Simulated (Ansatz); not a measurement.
**quartet SiH2SClO2 at 6 levels**

We compute a comparison of 6 runs (UHF/def2-SVP, U-revPBE/def2-SVP, U-wB97X/def2-SVP, UPBE/def2-SVP, UCCSD/def2-SVP, UCCSD(T)/def2-SVP) of quartet SiH2SClO2. 

Program for the calculation: Ansatz 0.2.0.

87 further runs of the same task are left out: 87 set aside as unsound or not needed.

## Step 1: Starting point

SiH2SClO2: 7 atoms, total charge 0, spin state quartet. SMILES of the parent species: `O[Si](O)([S])Cl`. The coordinates come from a PBE0-D4/def2-TZVP relaxation. This is one conformer, not always the lowest. That shape belongs to the parent species and isn't relaxed for this state.

Bond lengths: O1–Si2 1.629 Å, Si2–O3 1.620 Å, Si2–S4 2.101 Å, Si2–Cl5 2.052 Å, O1–H6 0.959 Å, O3–H7 0.960 Å. Angles: O1–Si2–O3 106.1°, O1–Si2–S4 115.6°, O1–Si2–Cl5 110.3°, O3–Si2–S4 111.5°, O3–Si2–Cl5 112.0°, S4–Si2–Cl5 101.6°, Si2–O1–H6 117.9°, Si2–O3–H7 116.8°.

## Step 2: A single-point energy at UHF/def2-SVP (run 1)

Input file molecule.yaml:

```yaml
crystal:
  periodic: [false, false, false]
  atoms:
    - symbol: O
      position_ang: [-0.721300, 0.390200, 1.089800]
    - symbol: Si
      position_ang: [0.021300, -0.031700, -0.297300]
    - symbol: O
      position_ang: [0.987900, -1.278400, 0.072600]
    - symbol: S
      position_ang: [-1.252400, -0.496200, -1.902100]
    - symbol: Cl
      position_ang: [1.072800, 1.560300, -1.054000]
    - symbol: H
      position_ang: [-1.337800, 1.124200, 1.063500]
    - symbol: H
      position_ang: [1.290700, -1.336400, 0.981700]
basis:
  gaussian: {orbitals: def2-SVP}
magnetization: {spin_polarized: true, initial_magnetization: 3}
hamiltonian: {xc: hf}
accuracy: high
output: {orbitals: {seedname: orbitals}}
```

Launch:

```
$ ansatz run molecule.yaml --threads 1 --pin off --max-ram 2610MiB --events-out events.jsonl --progress --plain --runs-dir runs
```

The log of the run:

```text
Warning: RAYON_NUM_THREADS=1 ignored (pool sized by the plan → 1); use --threads N
Functional definition: HF
  name "HF"
  exchange = exact_x
  correlation = 0
1855 factors; integrals over basis functions are off by at most 2.1e-8 eV
mean field evaluation 1: about -35266.3308 eV, gradient 3.6e1 eV
mean field evaluation 2: about -35266.3467 eV, gradient 3.6e1 eV
mean field evaluation 4: about -35272.5461 eV, gradient 3.3e0 eV
mean field evaluation 8: about -35273.1614 eV, gradient 5.2e-1 eV
mean field evaluation 16: about -35273.1881 eV, gradient 5.7e-8 eV
mean field evaluation 32: about -35272.1061 eV, gradient 5.6e0 eV
mean field evaluation 64: about -35272.5994 eV, gradient 2.4e0 eV
mean field evaluation 96: about -35271.9943 eV, gradient 1.9e0 eV
mean field evaluation 128: about -35271.3037 eV, gradient 1.3e0 eV
mean field evaluation 160: about -35270.4437 eV, gradient 1.1e1 eV
mean field evaluation 192: about -35267.8973 eV, gradient 1.6e1 eV
mean field evaluation 224: about -35273.1876 eV, gradient 3.9e-2 eV
mean field evaluation 256: about -35273.1881 eV, gradient 2.3e-7 eV
mean field -35273.18807966 eV, -1296.2657529020 hartree, gradient 4.1e-8 eV, S^2 3.762690; 2 other end points of the search recorded, 0 dependent functions left out
reference -35273.18807966 eV, -1296.2657529020 hartree; 34, 31 occupied and 58, 61 virtual orbitals, 1855 factors
Total energy: -35273.18807966 eV, -1296.2657529020 hartree
```

Wall time 22 s (1 thread of Arm Neoverse V2, shared host); peak memory 0.39 GiB.

## Step 3: A single-point energy at U-revPBE/def2-SVP (run 2)

Input file in.yaml:

```yaml
crystal:
  periodic: [false, false, false]
  atoms:
    - symbol: O
      position_ang: [-0.721300, 0.390200, 1.089800]
    - symbol: Si
      position_ang: [0.021300, -0.031700, -0.297300]
    - symbol: O
      position_ang: [0.987900, -1.278400, 0.072600]
    - symbol: S
      position_ang: [-1.252400, -0.496200, -1.902100]
    - symbol: Cl
      position_ang: [1.072800, 1.560300, -1.054000]
    - symbol: H
      position_ang: [-1.337800, 1.124200, 1.063500]
    - symbol: H
      position_ang: [1.290700, -1.336400, 0.981700]
basis:
  gaussian: {orbitals: def2-SVP}
total_charge: 0
magnetization: {spin_polarized: true, initial_magnetization: 3}
hamiltonian: {xc: {name: revPBE}}
accuracy: high
output: {orbitals: {seedname: orbitals}}
```

Launch:

```
$ ansatz run in.yaml --threads 1 --pin off --max-ram 2610MiB --events-out events.jsonl --progress --plain --runs-dir runs
```

The log of the run, shortened:

```text
Warning: RAYON_NUM_THREADS=1 ignored (pool sized by the plan → 1); use --threads N
Functional definition: revPBE
  name "revPBE"
[...]
1855 factors; integrals over basis functions are off by at most 2.1e-8 eV
[...]
mean field -35338.86089958 eV, -1298.6791845193 hartree, gradient 4.2e-8 eV, S^2 3.752709; 8 other end points of the search recorded, 0 dependent functions left out
reference -35338.86090381 eV, -1298.6791846749 hartree; 34, 31 occupied and 58, 61 virtual orbitals, 1855 factors
Total energy: -35338.86090381 eV, -1298.6791846749 hartree
```

It took 24 s on 1 thread of Arm Neoverse V2, shared host; peak memory 0.3 GiB.

Run 3 isn't shown in full; the table further down has it.

## Step 4: The energy at UPBE/def2-SVP (run 4)

Input file input.yaml:

```yaml
crystal:
  periodic: [false, false, false]
  atoms:
    - symbol: O
      position_ang: [-0.721300, 0.390200, 1.089800]
    - symbol: Si
      position_ang: [0.021300, -0.031700, -0.297300]
    - symbol: O
      position_ang: [0.987900, -1.278400, 0.072600]
    - symbol: S
      position_ang: [-1.252400, -0.496200, -1.902100]
    - symbol: Cl
      position_ang: [1.072800, 1.560300, -1.054000]
    - symbol: H
      position_ang: [-1.337800, 1.124200, 1.063500]
    - symbol: H
      position_ang: [1.290700, -1.336400, 0.981700]
basis:
  gaussian: {orbitals: def2-SVP}
magnetization: {spin_polarized: true, initial_magnetization: 3}
accuracy: high
output: {orbitals: {seedname: orbitals}}
hamiltonian: {xc: pbe}
```

Launch:

```
$ ansatz run input.yaml --threads 1 --pin off --max-ram 2610MiB --events-out events.jsonl --progress --plain --runs-dir runs
```

The log of the run, shortened:

```text
Warning: RAYON_NUM_THREADS=1 ignored (pool sized by the plan → 1); use --threads N
Functional definition: PBE
  name "PBE"
[...]
1855 factors; integrals over basis functions are off by at most 2.1e-8 eV
[...]
mean field -35328.23728597 eV, -1298.2887739200 hartree, gradient 4.0e-8 eV, S^2 3.752556; 8 other end points of the search recorded, 0 dependent functions left out
reference -35328.23728937 eV, -1298.2887740452 hartree; 34, 31 occupied and 58, 61 virtual orbitals, 1855 factors
Total energy: -35328.23728937 eV, -1298.2887740452 hartree
```

It took 24 s on 1 thread of Arm Neoverse V2, shared host; peak memory 0.3 GiB.

Run 5 isn't shown in full; the table further down has it.

## Step 5: The energy at UCCSD(T)/def2-SVP (run 6)

Input file input.yaml:

```yaml
crystal:
  periodic: [false, false, false]
  atoms:
    - {symbol: O, position_ang: [-0.721300, 0.390200, 1.089800]}
    - {symbol: Si, position_ang: [0.021300, -0.031700, -0.297300]}
    - {symbol: O, position_ang: [0.987900, -1.278400, 0.072600]}
    - {symbol: S, position_ang: [-1.252400, -0.496200, -1.902100]}
    - {symbol: Cl, position_ang: [1.072800, 1.560300, -1.054000]}
    - {symbol: H, position_ang: [-1.337800, 1.124200, 1.063500]}
    - {symbol: H, position_ang: [1.290700, -1.336400, 0.981700]}
basis:
  gaussian:
    orbitals: def2-SVP
magnetization:
  spin_polarized: true
  initial_magnetization: 3
correlation:
  method: ccsd_t
  frozen_orbitals: {Cl: 5, H: 0, O: 1, S: 5, Si: 5}
accuracy: high
scf:
  omitted_lower_state_checks: [cluster_reference, increment]
```

Launch:

```
$ ansatz run input.yaml --threads 1 --pin off --max-ram 2610MiB --events-out events.jsonl --progress --plain --runs-dir runs
```

The log of the run:

```text
Warning: RAYON_NUM_THREADS=1 ignored (pool sized by the plan → 1); use --threads N
[... 15 lines left out ...]
17 core orbitals not correlated: weight in the atoms' cores, before any rotation towards them, 1.000 or more for the frozen orbitals, at most 0.000 for the correlated occupied ones
[... 43 lines left out ...]
Total energy: -35293.54478590 eV, -1297.0138480579 hartree
Checks for a lower state left out: cluster_reference, increment
```

Run time: 2.2 min. Hardware: 1 thread of Arm Neoverse V2, shared host; peak memory 0.92 GiB.

## Step 6: The series

```
run              level  frozen core orbitals   energy (Eh)  HOMO energy (eV)   ⟨S²⟩  wall time
  1       UHF/def2-SVP                     –  -1296.265753             -2.82  3.763       22 s
  2  U-revPBE/def2-SVP                     –  -1298.679185             -0.35  3.753       24 s
  3   U-wB97X/def2-SVP                     –  -1298.875776             -2.77  3.756    2.4 min
  4      UPBE/def2-SVP                     –  -1298.288774             -0.44  3.753       24 s
  5     UCCSD/def2-SVP                    17  -1296.995912                 –  3.763       98 s
  6  UCCSD(T)/def2-SVP                    17  -1297.013848                 –  3.763    2.2 min
```

## Step 7: Summary of results

| quantity | value |
| --- | --- |
| run 6: total energy | -1297.01385 Eh |
| run 6: correlation energy (17 core orbitals frozen) | -748.1 mEh |
| run 6: (T) correction | -17.94 mEh |
| run 6: ⟨S²⟩ of the reference determinant | 3.763 |
| run 6: T1 diagnostic | 0.032 |

**Reading.** Below the UHF energy at the same shape and in the same basis (def2-SVP): UCCSD -730.2 mEh; UCCSD(T) -748.1 mEh. Totals of different functionals can't be ranked against each other. All runs together took 7.3 min, the longest 2.4 min.
